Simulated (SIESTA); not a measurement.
## In in SIESTA: the effect of functional

In, a slab with vacuum:

```
In
1.0
     3.33927    0.00000    0.00000
    -1.66964    2.89190    0.00000
     0.00000    0.00000   25.93174
In
5
Direct
  0.66667 0.33333 0.28922
  0.00000 0.00000 0.39428
  0.66667 0.33333 0.50000
  0.33333 0.66667 0.60572
  0.66667 0.33333 0.71078
```

The slab is cut from a database's or a generator's crystal, which needn't be the stable form of the element.

Alike in all runs:

| Item | Value |
| --- | --- |
| Program | SIESTA 5.4.2 |
| Task | single point |
| Potentials or basis | PseudoDojo 0.4 standard (PBE files) |
| Basis | DZP (energy shift 0.003 Ry; two zetas on semicore shells) |
| Grid cutoff | 500 Ry |
| Energy shift | 0.003 Ry |
| k mesh | 9 × 9 × 1 |
| Occupations | fermi-dirac, width 0.05 eV |
| Spin | no spin polarisation |

One run gave: largest force 0.61 eV/Å. Which functional did it use?
A. vdW-DF-C09
B. optB88-vdW
C. vdW-DF-cx
D. vdW-DF
E. vdW-DF2

E.

| functional | largest force (eV/Å) |
| --- | --- |
| vdW-DF | 0.44 |
| vdW-DF2 | 0.61 |
| optB88-vdW | 0.26 |
| vdW-DF-C09 | 0.13 |
| vdW-DF-cx | 0.13 |
| VV10 | 0.30 |

Caveats: the potentials were made for another functional, which shifts forces and pressure; the non-local part is tabulated coarsely and may be off by about a percent (some runs).

Runs at the PBE level aren't shown here.
